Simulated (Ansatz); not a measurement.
# Hf3Cd: the cost of one run

Method: DFT PBE, scalar-relativistic, plane waves, PAW, in Ansatz 0.2.0.

2 further runs of the same task are left out: 1 that didn't finish, 1 set aside as unsound or not needed.

## Step 1: The system as given

The structure is cubic, space group Fm-3m (No. 225). The conventional cell has a = 7.619 Å, b = 7.619 Å, c = 7.619 Å, α = 90.00°, β = 90.00°, γ = 90.00°. Hf (site symmetry -43m) has 4 Hf at 3.30 Å and 4 Cd at 3.30 Å as nearest neighbours. Hf (site symmetry m-3m) has 8 Hf at 3.30 Å as nearest neighbours. Cd (site symmetry m-3m) has 8 Hf at 3.30 Å as nearest neighbours.

As a file:

```
Hf Cd
1.0
     0.00000    3.80935    3.80935
     3.80935    0.00000    3.80935
     3.80935    3.80935    0.00000
Hf Cd
3 1
Cartesian
  1.9047 1.9047 1.9047
  5.7140 5.7140 5.7140
  3.8093 3.8093 3.8093
  0.0000 0.0000 0.0000
```

Recipe of the guess: species swapped into a database cell of Rb3Cd (Fm-3m, No. 225), with Hf on the Rb sites. The dimensions are guesses.

## Step 2: A first look at the guess

File input.yaml:

```yaml
crystal:
  lattice:
    - [0.0, 3.8093458, 3.8093458]
    - [3.8093458, 0.0, 3.8093458]
    - [3.8093458, 3.8093458, 0.0]
  atoms:
    - { symbol: Hf, position: [0.25, 0.25, 0.25] }
    - { symbol: Hf, position: [0.75, 0.75, 0.75] }
    - { symbol: Hf, position: [0.5, 0.5, 0.5] }
    - { symbol: Cd, position: [0.0, 0.0, 0.0] }
basis:
  ecutwfc: 420
kpoints:
  mp_grid: { grid: [4, 4, 4] }
hamiltonian:
  xc: pbe
scf:
  occupations: { method: gaussian, width: 0.1 }
  lower_state_search: "off"
output:
  forces: true
  stress: true
  eigenvalues: true
```

Started as:

```bash
ansatz run input.yaml --threads 1 --pin off --max-ram 2048MiB --backend cpu --events-out ev --progress --plain --runs-dir out
```

Q: Estimate wall time and peak memory on 1 thread of Arm Neoverse V2, shared host.

About 2.6 s, with a peak of 0.39 GiB.
